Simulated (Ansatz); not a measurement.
# InH3+ (doublet): from Hartree-Fock to the top rungs at a displaced geometry (v1), def2-SVP

How much of the correlation energy of InH3+ (doublet) does each wave-function method recover here?

Method: def2-SVP, core rule «outside noble gas», up to 9 orbitals frozen; program: Ansatz 0.2.0, Gaussian basis.

The runs, in order: UHF; CCSD(T) on ROHF; CCSD(T) on UHF; BCCD(T) on ROHF; CISD; CCSDT(Q) on ROHF; CCSDT(Q) on UHF; Full CI.

18 further runs of the same task are left out: 6 for a known fault of the program, 4 that didn't finish, 8 set aside as unsound or not needed.

## 1. What is computed

The geometry is a PBE0/def2-TZVP stationary point (not a proven minimum) with its atoms shifted at random (size 0.040 Å). No spin-orbit coupling is included. Elements past krypton take def2 core potentials.

4 atoms, charge 1, spin multiplicity 2.

Atoms are counted from 1 here; the program's logs count them from 0.

Bond lengths: In1–H3 1.720 Å, In1–H4 1.646 Å. Angles: H3–In1–H4 175.5°.

## 2. UHF

Contents of in.yaml:

```yaml
crystal:
  periodic: [false, false, false]
  atoms:
    - {symbol: In, position_ang: [0.000080, -0.018853, 0.001313]}
    - {symbol: H, position_ang: [-0.000753, 2.316843, -0.078828]}
    - {symbol: H, position_ang: [0.047211, -0.101186, -1.716235]}
    - {symbol: H, position_ang: [-0.055566, -0.068046, 1.645471]}
basis:
  gaussian: {orbitals: def2-SVP}
total_charge: 1
magnetization: {spin_polarized: true, initial_magnetization: 1}
hamiltonian: {xc: hf}
output: {orbitals: {seedname: orbitals}}
```

Launch:

```sh
ansatz run in.yaml --threads 1 --pin off --events-out ev --progress --plain --max-ram 2393MiB
```

Further steps of the session: CCSD(T) on ROHF; CCSD(T) on UHF; BCCD(T) on ROHF; CISD; CCSDT(Q) on ROHF; CCSDT(Q) on UHF; Full CI.

Q: Predict the results of all the runs planned. Wanted: FCI below the RHF energy; RMP2 from FCI; UMP2 from FCI; RCCSD from FCI; RCCSD(T) from FCI; UCCSD(T) from FCI; RCCSDT(Q) from FCI; UCCSDT(Q) from FCI; T1 diagnostic.

As calculated:

| quantity | value |
| --- | --- |
| FCI below the RHF energy | -1.7766 eV |
| RMP2 from FCI | +11.03 kcal/mol |
| UMP2 from FCI | +10.94 kcal/mol |
| RCCSD from FCI | +0.66 kcal/mol |
| RCCSD(T) from FCI | +0.20 kcal/mol |
| UCCSD(T) from FCI | +0.18 kcal/mol |
| RCCSDT(Q) from FCI | -0.01 kcal/mol |
| UCCSDT(Q) from FCI | -0.03 kcal/mol |
| levels within 1 kcal/mol (43 meV) | RCCSD, UCCSD, RCCSD(T), UCCSD(T), BCCD(T), RCCSDT, UCCSDT, RCCSDT(Q), UCCSDT(Q) |
| T1 diagnostic | 0.017 |
| effectively unpaired electrons | 1.03 |

RCCSD(T) lands +0.20 kcal/mol from the yardstick (0.5 % of the correlation energy). One determinant dominates. These misses are within one basis, not against nature; the frozen cores of restricted and unrestricted runs differ, which can shift their rows.
